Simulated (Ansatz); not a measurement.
Runs of Ansatz 0.2.0 on Ta3AsAu2O13. The typed cell holds 19 atoms: a = 5.724 Å, b = 6.389 Å, c = 8.473 Å, α = 80.92°, β = 88.19°, γ = 78.31°. The cell was built by a generator and needn't be a form met in nature.

```tsv
task	level	cell	k mesh	smearing	points for each segment of the path	gap on the mesh (eV)	pressure (GPa)	relaxed volume (Å³/atom)	largest force (eV/Å)
band structure	PBEsol	as given	5 × 5 × 4	fermi-dirac 0.05 eV	10	(b)	-4.5	-	0.45
relaxation of cell and atoms	PBE+D4	relaxed	4 × 3 × 3	fermi-dirac 0.05 eV	-	1.42	0.0	15.25	0.01
Born charges and dielectric tensor	PBE	as given	4 × 3 × 3	fixed	-	(c)	-	-	-
relaxation of cell and atoms	PBEsol	relaxed	4 × 3 × 3	fermi-dirac 0.05 eV	-	1.43	0.0	(a)	0.01
single point	PBE	as given	5 × 5 × 4	fermi-dirac 0.05 eV	-	1.30	0.0	-	0.01
```

Alike in all rows: potentials or basis Ansatz PAW; no spin polarisation; cutoff (eV) 420.

Fill in the values left out.

(a) 15.12; (b) 1.26; (c) 1.33.

Caveats: spin-orbit coupling is left out, which moves the levels of the heavy elements; odd divisions of the mesh miss points on the zone boundary, where band edges often lie, so the gap on the mesh can be too wide (some runs); the PAW data sets come from PBE, with cores solved anew for the run's functional, which leaves a small shift of forces and pressure (some runs); the plane-wave basis is chosen anew once the cell has moved, so the energies of steps on either side of that aren't comparable (some runs).

A k mesh can miss the band edges, and the runs leave out spin-orbit coupling on As, Au, Ta.

Not every run made on this cell is shown here.
